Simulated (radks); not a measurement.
# Excited configurations of Co

One table from this session's results is given with a row withheld; the runs are named, their logs left out.

Program: radks (a radial shooting solver on a logarithmic mesh, Libxc functionals) version 1. Level of theory: non-relativistic Kohn-Sham, PBEsol, spin-polarised, spherical densities, point nucleus; open shells are filled with parallel spins first. These are calculated values, not measurements, unless marked.

1 further run of the same task is left out (it didn't finish).

## The system

```
element       : cobalt (Z = 27)
charge        : 0
electrons     : 27
configuration : [Ar] 3d7 4s2
```

The outer shells:

Co
```
[Ar] core
3d [↑↓][↑↓][↑ ][↑ ][↑ ]
4s [↑↓]
```

The first run:

The run's settings:

```text
Z 27
configuration [Ar] 3d7 4s2
relativity non-relativistic
functional pbe_sol,pbe_sol
spin polarised
nucleus point
```

Launch:

```sh
> python run_ks.py task.json out
```

All runs below come from this command, one after another.

Steps of the session up to this table: Ground configuration: [Ar] 3d7 4s2.

One table of the session follows, with a row left open; its other results are not shown here.

From the orbitals of this run (lengths in bohr):

```
  level     <r>  outermost maximum (interpolated)  90 % within  nodes
  3s up  0.7828                             0.676         1.17      2
3s down  0.7851                             0.677         1.18      2
  3p up  0.8190                             0.681         1.26      1
3p down       ?                                 ?            ?      ?
  3d up   1.041                             0.663         1.82      0
3d down   1.105                             0.670         1.98      0
  4s up   2.866                              2.31         4.39      3
4s down   2.995                              2.41         4.60      3
```

**Question.** Estimate the row for 3p down.

**Answer.** <r>: 0.8231; outermost maximum (interpolated): 0.682; 90 % within: 1.27; nodes: 1. In the column «<r>» it lies between 3p up (0.8190) and 3d up (1.041).

To keep in mind: Open shells are spherical and high-spin; term and fine-structure splittings are not resolved.
